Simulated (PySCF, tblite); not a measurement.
# C6H9ClF radical: geometry, infrared bands and EPR parameters

Wanted: the infrared bands and EPR parameters of C6H9ClF radical (`[CH2]CC/C(F)=C(/C)Cl`), by calculation.

The runs use tblite 0.8.0 and PySCF 2.14.0, with density-fitted response routines of our own; the level of theory stands in each step. All values are computed, except where a source is named. Atoms are numbered from 0 throughout.

## 1. Starting geometry

17 atoms, charge 0, multiplicity 2; geometry from: force field or distance geometry start.

Bonds of the start (Å): C0–C1 1.51, C1–C2 1.53, C2–C3 1.51, C3–F4 1.37, C3–C5 1.34, C5–C6 1.49, C5–Cl7 1.73, C0–H8 1.08, C0–H9 1.08, C1–H10 1.10, C1–H11 1.08, C2–H12 1.09, C2–H13 1.09, C6–H14 1.10, C6–H15 1.11, C6–H16 1.09.

## 2. Geometry optimisation with GFN2-xTB

The job: settings as JSON, then the geometry in Å.

```
{"job": {"kind": "relax", "xc": "GFN2-xTB", "basis": "xTB"}, "charge": 0, "multiplicity": 2}
C      3.094900     0.457900    -0.126800
C      1.664900     0.652500     0.300600
C      0.848500    -0.628900     0.143000
C     -0.572200    -0.410200     0.610600
F     -0.746700    -0.409800     1.971900
C     -1.670400    -0.261600    -0.147900
C     -3.043300    -0.069700     0.403400
Cl    -1.586200    -0.234100    -1.872300
H      3.876000     1.050800     0.331600
H      3.315500    -0.100300    -1.020500
H      1.663000     0.956800     1.360400
H      1.227700     1.464300    -0.269500
H      0.866800    -0.959700    -0.892600
H      1.284800    -1.439600     0.726900
H     -3.463800     0.895300     0.084200
H     -3.060100    -0.081700     1.514000
H     -3.706400    -0.870100     0.066400
```

Run with:

```console
$ OMP_NUM_THREADS=1 python probes_run.py task.json out
```

One launch serves the whole session: the jobs run in the order shown.

**Question.** This job is followed by: GFN2-xTB harmonic vibrations, gas phase; UKS B3LYP, pcH-1 on C Cl F H, non-relativistic, mean-field spin-orbit, GIAO. Predict these results of the whole session: strongest single infrared mode (GFN2-xTB); zero-point energy (GFN2-xTB); g(iso) (B3LYP); ⟨S²⟩; largest a(iso) (averaged by class); potential on the surface of density 0.002 e/bohr³, 1st and 99th percentile.

**Answer**, as computed:

```
                                                                  quantity                 value
                                 strongest single infrared mode (GFN2-xTB)  1102 cm⁻¹, 64 km/mol
                                              zero-point energy (GFN2-xTB)         81.7 kcal/mol
                                                            g(iso) (B3LYP)               2.00261
                                                                      ⟨S²⟩    0.754 (exact 0.75)
                                        largest a(iso) (averaged by class)  13C on C2, 100.1 MHz
potential on the surface of density 0.002 e/bohr³, 1st and 99th percentile    -0.63 V and 0.76 V
```

What this shows: The optimisation took 114 steps and gained 0.115 eV; among the close pairs (by a distance rule), C0–C1 changed most, from 1.505 to 1.465 Å. All 45 modes are real, so the xTB geometry is a minimum. The strongest single mode, at 1102 cm⁻¹, is spread over many atoms; the largest shares are those of H15, C5. GFN2-xTB is a fitted tight-binding method: band positions and strengths are rough. Its intensities can rank the bands wrongly. C0 carries the largest spin population, 1.08 e. The isotropic g lies 0.3 ppt above the free-electron value. These values are for one conformer; the search (at its own cheap level) found 2 more, at 0.29, 0.29 kcal/mol, and measured spectra average over such forms.
